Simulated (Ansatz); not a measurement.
# C2H11BO2Si: one species, many methods

The task here is to estimate one member of a computed series from the others.

The runs use Ansatz 0.2.0, Gaussian basis; functionals in def2-TZVPP, the program's frozen cores in correlated methods.

The runs, in order: LDA (SPW92), PBE-D4, revPBE-D4, BLYP-D4, r2SCAN-D4, B97M-V, PBE0-D4, B3LYP-D4, r2SCANh-D4, r2SCAN0-D4, HSE06-D4, BHLYP-D4, CAM-B3LYP-D4, LC-ωPBE, ωB97X-V, ωB97M-V, B2PLYP, PBE-QIDH; CCSD(T)/def2-SVP; MP2/def2-TZVPP; MP2/def2-QZVPP; RPA on PBE.

**The geometry**

All runs share one geometry, relaxed beforehand with PBE0-D4 in a triple-zeta def2 set.

17 atoms, charge 0, spin multiplicity 1.

Atoms are counted from 1 here; the program's logs count them from 0.

Bond lengths: C1–B2 1.568 Å, C1–H7 1.092 Å, C1–H8 1.094 Å, C1–H9 1.096 Å, B2–C3 1.575 Å, B2–O4 1.368 Å, C3–H10 1.093 Å, C3–H11 1.095 Å, C3–H12 1.097 Å, O4–H13 0.961 Å, O5–Si6 1.654 Å, O5–H14 0.958 Å, Si6–H15 1.491 Å, Si6–H16 1.488 Å, Si6–H17 1.477 Å. Angles: B2–C1–H7 113.0°, B2–C1–H8 111.7°, B2–C1–H9 108.8°, H7–C1–H8 108.8°, H7–C1–H9 108.0°, H8–C1–H9 106.1°, C1–B2–C3 122.2°, C1–B2–O4 116.9°, C3–B2–O4 120.8°, B2–C3–H10 111.4°, B2–C3–H11 114.2°, B2–C3–H12 109.3°, H10–C3–H11 108.3°, H10–C3–H12 106.1°, H11–C3–H12 107.2°, B2–O4–H13 112.7°, Si6–O5–H14 117.2°, O5–Si6–H15 110.0° and more.

Geometry (Å):

```xyz
17
charge 0, multiplicity 1
C     0.63755   -1.86957   -0.03102
B     0.31050   -0.62199   -0.92246
C     1.43823    0.29361   -1.53194
O    -1.00910   -0.38604   -1.19689
O    -0.02016    1.12601    1.42345
Si   -1.65163    1.03845    1.68303
H    -0.23071   -2.50654    0.14744
H     1.43873   -2.47738   -0.46276
H     1.00884   -1.52225    0.93957
H     2.23886    0.47478   -0.81015
H     1.08124    1.26139   -1.89829
H     1.90508   -0.22200   -2.38015
H    -1.14097    0.39670   -1.73782
H     0.38971    1.98847    1.49633
H    -2.00372    1.73341    2.95373
H    -2.42083    1.68854    0.58788
H    -1.99070   -0.39598    1.78033
```

Set-up of the first run:

in.yaml reads:

```yaml
crystal:
  periodic: [false, false, false]
  atoms:
    - {symbol: C, position_ang: [0.637545, -1.869573, -0.031022]}
    - {symbol: B, position_ang: [0.310505, -0.621990, -0.922465]}
    - {symbol: C, position_ang: [1.438225, 0.293614, -1.531936]}
    - {symbol: O, position_ang: [-1.009101, -0.386041, -1.196886]}
    - {symbol: O, position_ang: [-0.020165, 1.126012, 1.423453]}
    - {symbol: Si, position_ang: [-1.651631, 1.038449, 1.683028]}
    - {symbol: H, position_ang: [-0.230709, -2.506542, 0.147437]}
    - {symbol: H, position_ang: [1.438734, -2.477384, -0.462759]}
    - {symbol: H, position_ang: [1.008836, -1.522252, 0.939573]}
    - {symbol: H, position_ang: [2.238864, 0.474783, -0.810147]}
    - {symbol: H, position_ang: [1.081236, 1.261387, -1.898288]}
    - {symbol: H, position_ang: [1.905075, -0.221998, -2.380148]}
    - {symbol: H, position_ang: [-1.140969, 0.396699, -1.737817]}
    - {symbol: H, position_ang: [0.389705, 1.988468, 1.496330]}
    - {symbol: H, position_ang: [-2.003715, 1.733410, 2.953731]}
    - {symbol: H, position_ang: [-2.420830, 1.688539, 0.587879]}
    - {symbol: H, position_ang: [-1.990703, -0.395981, 1.780334]}
basis:
  gaussian: {orbitals: def2-TZVPP}
hamiltonian: {xc: lda}
output: {orbitals: {seedname: orbitals}}
```

Started as:

```bash
ansatz run in.yaml --threads 4 --pin off --events-out ev --progress --plain --max-ram 11315MiB
```

Among the steps run: LDA; PBE-D4 (GGA); revPBE-D4 (GGA); BLYP-D4 (GGA); r2SCAN-D4 (meta-GGA); B97M-V (meta-GGA); PBE0-D4 (hybrid); B3LYP-D4 (hybrid); r2SCANh-D4 (hybrid); r2SCAN0-D4 (hybrid); HSE06-D4 (hybrid); BHLYP-D4 (hybrid); CAM-B3LYP-D4 (range-separated); LC-ωPBE (range-separated); ωB97X-V (range-separated); ωB97M-V (range-separated); B2PLYP (double hybrid); PBE-QIDH (double hybrid).

One table of the session follows, with a row left open; its other results are not shown here.

It belongs to the step «Orbital energies across the functionals». 

```
  functional  HOMO (eV)  gap (eV)
 LDA (SPW92)      -6.91      5.78
      PBE-D4      -6.81      5.91
   revPBE-D4      -6.75      5.97
     BLYP-D4      -6.73      5.89
   r2SCAN-D4      -7.10      6.71
      B97M-V      -7.24      6.49
     PBE0-D4      -8.24      8.21
    B3LYP-D4      -8.04      7.72
  r2SCANh-D4      -7.64      7.52
  r2SCAN0-D4      -8.44      8.72
    HSE06-D4      -7.84      7.43
    BHLYP-D4      -9.64     10.33
CAM-B3LYP-D4      -9.70     10.52
     LC-ωPBE     -11.05     13.13
     ωB97X-V          ?         ?
     ωB97M-V     -10.58     12.07
```

Q: Estimate the row for ωB97X-V from the others.

As computed: HOMO (eV): -10.71; gap (eV): 12.59. In the column «HOMO (eV)» it lies between LC-ωPBE (-11.05) and ωB97M-V (-10.58).
